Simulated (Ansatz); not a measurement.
**C3H6BN: basis-set convergence**

One table from this session's results is given with a row withheld; the runs are named, their logs left out.

Computed with Ansatz 0.2.0, Gaussian basis. Level: one geometry, several basis sets.

Levels to be run: PBE0-D4/def2-SVP; ωB97M-V/def2-SVP; PBE0-D4/def2-QZVPP; ωB97M-V/def2-QZVPP; the functionals' def2-TZVPP values are taken from earlier runs.

### Structure used throughout

The geometry comes from an earlier relaxation with PBE0-D4 in a triple-zeta def2 set; it is a stationary point, not always the lowest conformer.

11 atoms, charge 0, spin multiplicity 1.

Atoms are counted from 1 here; the program's logs count them from 0.

Bond lengths: B1–C2 1.614 Å, B1–C3 1.614 Å, B1–H6 1.205 Å, B1–H7 1.202 Å, C2–C3 1.655 Å, C2–C4 1.388 Å, C2–H8 1.088 Å, C3–C4 1.388 Å, C3–H9 1.088 Å, C4–N5 1.321 Å, N5–H10 1.004 Å, N5–H11 1.004 Å. Angles: C2–B1–C3 61.7°, C2–B1–H6 116.4°, C2–B1–H7 115.6°, C3–B1–H6 116.4°, C3–B1–H7 115.6°, H6–B1–H7 118.6°, B1–C2–C3 59.1°, B1–C2–C4 101.6°, B1–C2–H8 131.3°, C3–C2–C4 53.4°, C3–C2–H8 130.7°, C4–C2–H8 121.4°, B1–C3–C2 59.1°, B1–C3–C4 101.6°, B1–C3–H9 131.3°, C2–C3–C4 53.4°, C2–C3–H9 130.7°, C4–C3–H9 121.4° and more.

The first run:

Input file in.yaml:

```yaml
crystal:
  periodic: [false, false, false]
  atoms:
    - {symbol: B, position_ang: [-0.068162, 1.134506, 1.264985]}
    - {symbol: C, position_ang: [-0.555908, -0.299167, 0.707705]}
    - {symbol: C, position_ang: [-0.037779, 0.883123, -0.328683]}
    - {symbol: C, position_ang: [0.273250, -0.468454, -0.392966]}
    - {symbol: N, position_ang: [0.677712, -1.393222, -1.245715]}
    - {symbol: H, position_ang: [-0.929216, 1.871285, 1.674833]}
    - {symbol: H, position_ang: [1.003379, 1.142583, 1.809917]}
    - {symbol: H, position_ang: [-1.514245, -0.809654, 0.779994]}
    - {symbol: H, position_ang: [-0.551785, 1.386530, -1.145148]}
    - {symbol: H, position_ang: [1.153773, -1.136709, -2.091760]}
    - {symbol: H, position_ang: [0.614283, -2.367821, -1.012562]}
basis:
  gaussian: {orbitals: def2-SVP}
hamiltonian: {xc: pbe0, dispersion: d4}
output: {orbitals: {seedname: orbitals}}
```

Command:

```bash
> ansatz run in.yaml --threads 2 --pin off --events-out ev --progress --plain --max-ram 4352MiB
```

Among the steps run: PBE0-D4 in def2-SVP; ωB97M-V in def2-SVP; PBE0-D4 in def2-QZVPP; ωB97M-V in def2-QZVPP.

One table of the session follows, with a row left open; its other results are not shown here.

It belongs to the step «Functionals by basis». 

```
functional       basis  HOMO (eV)  LUMO (eV)
   PBE0-D4    def2-SVP          ?          ?
   PBE0-D4  def2-TZVPP      -6.86      -0.28
   PBE0-D4  def2-QZVPP      -6.88      -0.37
   ωB97M-V    def2-SVP      -8.91       2.13
   ωB97M-V  def2-TZVPP      -9.07       1.72
   ωB97M-V  def2-QZVPP      -9.09       1.02
```

Q: Estimate the row for PBE0-D4, def2-SVP from the others.

As computed: HOMO (eV): -6.73; LUMO (eV): -0.08. In the column «HOMO (eV)» it is the highest.
